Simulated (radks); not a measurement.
# The Coulomb parameter U of the 3d shell of Ni⁺

An exercise on one series of results from a longer session: the logs are not shown, and one member is left open.

Method: Dirac Kohn-Sham, PBE, spin-unpolarised, spherical densities, finite nucleus; open shells are shared between the two j in proportion to 2j + 1. Code: radks (a radial shooting solver on a logarithmic mesh, Libxc functionals) version 1.

### The system

* element: nickel (Z = 28)
* charge: +1
* electrons: 27
* configuration: [Ar] 3d8 4s1
* nuclear rms radius: 3.7757 fm

The outer shells:

Ni⁺
```
[Ar] core
3d [↑↓][↑↓][↑↓][↑ ][↑ ]
4s [↑ ]
```

Set-up of the first run:

Input:

```text
Z 28
configuration [Ar] 3d8 4s1
relativity Dirac
functional pbe,pbe
spin unpolarised
j_filling average
nucleus finite rms 3.7757 fm
c 137.035999084
```

Steps of the session up to this table: Start: [Ar] 3d8 4s1.

One table of the session follows, with a row left open; its other results are not shown here.

It belongs to the step «Start: [Ar] 3d8 4s1». Sizes of the orbitals, from the radial functions (bohr):

| level | <r> | outermost maximum (interpolated) | 90 % within | nodes |
| --- | --- | --- | --- | --- |
| 2p1/2 | 0.2131 | 0.163 | 0.349 | 0 |
| 2p3/2 | ? | ? | ? | ? |
| 3s1/2 | 0.7403 | 0.640 | 1.11 | 2 |
| 3p1/2 | 0.7721 | 0.642 | 1.19 | 1 |
| 3p3/2 | 0.7822 | 0.650 | 1.21 | 1 |
| 3d3/2 | 0.9871 | 0.629 | 1.73 | 0 |
| 3d5/2 | 0.9938 | 0.632 | 1.74 | 0 |
| 4s1/2 | 2.543 | 2.12 | 3.82 | 3 |

Q: Estimate the row for 2p3/2 from the others.

The run gave: <r>: 0.2163; outermost maximum (interpolated): 0.166; 90 % within: 0.354; nodes: 0. In the column «<r>» it lies between 2p1/2 (0.2131) and 3s1/2 (0.7403).
